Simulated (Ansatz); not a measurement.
# BFH6O2Si: the cost of one run

All numbers below are computed with Ansatz 0.2.0 (RKS B3LYP/def2-SVP).

## Step 1: Starting point

Bond lengths: B1–F3 1.320 Å, B1–O4 1.410 Å, O4–H5 1.010 Å, B1–O6 1.710 Å, O6–Si7 1.680 Å, Si7–H8 1.460 Å, Si7–H9 1.460 Å, Si7–H10 1.460 Å, Si7–H11 1.488 Å. Angles (14 of 15 angles, heavy atoms first): F3–B1–O4 120.0°, F3–B1–O6 96.8°, O4–B1–O6 101.3°, B1–O6–Si7 125.0°, B1–O4–H5 109.5°, O6–Si7–H8 109.5°, O6–Si7–H9 109.5°, O6–Si7–H10 109.5°, O6–Si7–H11 46.2°, H8–Si7–H9 109.4°, H8–Si7–H10 109.4°, H8–Si7–H11 67.4°, H9–Si7–H10 109.4°, H9–Si7–H11 142.2°.

Structure file:

```xyz
11

B     0.0000    0.0000    0.0000
H     0.0000    0.0000    1.5400
F     1.1431    0.0000   -0.6600
O    -1.2211    0.0000   -0.7050
H    -1.7308   -0.8467   -0.4965
O     0.0766    1.6210    0.5392
Si    0.6742    2.1133    2.0302
H     1.0690    0.9424    2.8077
H     1.8341    2.9769    1.8293
H    -0.3605    2.8490    2.7510
H     0.0407    0.8604    1.5370
```

## Step 2: A restrained relaxation towards end A

Springs on the bonds that form and break draw the guess towards this end; the thresholds are loose.

File input.yaml:

```yaml
crystal:
  periodic: [false, false, false]
  atoms:
    - { symbol: B, position_ang: [0.0, 0.0, 0.0] }
    - { symbol: H, position_ang: [0.0, 0.0, 1.54] }
    - { symbol: F, position_ang: [1.1431, 0.0, -0.66] }
    - { symbol: O, position_ang: [-1.2211, 0.0, -0.705] }
    - { symbol: H, position_ang: [-1.7308, -0.8467, -0.4965] }
    - { symbol: O, position_ang: [0.0766, 1.621, 0.5392] }
    - { symbol: Si, position_ang: [0.6742, 2.1133, 2.0302] }
    - { symbol: H, position_ang: [1.069, 0.9424, 2.8077] }
    - { symbol: H, position_ang: [1.8341, 2.9769, 1.8293] }
    - { symbol: H, position_ang: [-0.3605, 2.849, 2.751] }
    - { symbol: H, position_ang: [0.0407, 0.8604, 1.537] }
basis:
  gaussian: { orbitals: def2-SVP }
hamiltonian:
  xc: b3lyp
relax:
  f_tol: 0.15
  max_steps: 25
  restrain:
    - { distance: [0, 5], at: 2.61, k: 30.0 }
    - { distance: [10, 1], at: 1.86, k: 30.0 }
    - { distance: [0, 1], at: 1.19, k: 30.0 }
    - { distance: [10, 5], at: 1.01, k: 30.0 }
```

Started as:

```sh
$ ansatz run input.yaml --threads 2 --pin off --max-ram 3072MiB --backend cpu --events-out ev --progress --plain --runs-dir out
```

Q: Estimate wall time and peak memory on 2 threads of Arm Neoverse V2, shared host.

About 45 s, with a peak of 0.21 GiB.
